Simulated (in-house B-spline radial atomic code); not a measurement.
# N⁵⁺: density, ELF and screening along the radius

One table from this session's results is given with a row withheld; the runs are named, their logs left out.

Program: in-house B-spline radial atomic code version 1. Level of theory: several methods, spin-polarised, as named in each step; spherical all-electron atom at the radial basis limit. These are calculated values, not measurements, unless marked.

### The system

* element: nitrogen (Z = 7)
* charge: +5
* electrons: 2
* configuration: 1s2
* nucleus: point (non-relativistic runs) or finite (X2C runs)

Where spins are not typed, each open shell is filled with up spins first.

Set-up of the first run:

Settings of the run:

```ini
Z = 7
electrons = 2.0
configuration = 1s2
hamiltonian = nr
method = lda,vwn
spin_polarised = True
```

On the command line:

```sh
> python run_scf.py task.json out
```

The settings of every run stand in task.json; they run in order.

Steps of the session up to this table: LDA (VWN5), non-rel.; PBE, non-rel.; Hartree-Fock, non-rel.; BP86, non-rel.; exchange-only LDA, non-rel..

One table of the session follows, with a row left open; its other results are not shown here.

The record's radial tables, every 4th point:

| r (bohr) | 4πr²n (1/bohr) | screened charge r·V (e) |
| --- | --- | --- |
| 0.0120 | 0.3001 | 6.841 |
| 0.0195 | 0.7138 | 6.744 |
| 0.0314 | ? | ? |
| 0.0508 | 3.136 | 6.363 |
| 0.0820 | 5.318 | 6.043 |
| 0.133 | 6.991 | 5.651 |
| 0.214 | 6.129 | 5.291 |
| 0.346 | 2.844 | 5.072 |
| 0.559 | 0.4808 | 5.007 |

**Question.** Estimate the row for r (bohr) = 0.0314.

Worked estimate for «4πr²n (1/bohr)». A straight line through the neighbours (0.0195, 0.7138) and (0.0508, 3.136) gives 0.7138 + (3.136 − 0.7138) × (0.0314 − 0.0195) / (0.0508 − 0.0195) = 1.635; a parabola fitted to 4 rows on both sides gives 1.684.

As computed: 4πr²n (1/bohr): 1.568; screened charge r·V (e): 6.593. In «4πr²n (1/bohr)» the line misses by +0.067 and the parabola by +0.116.
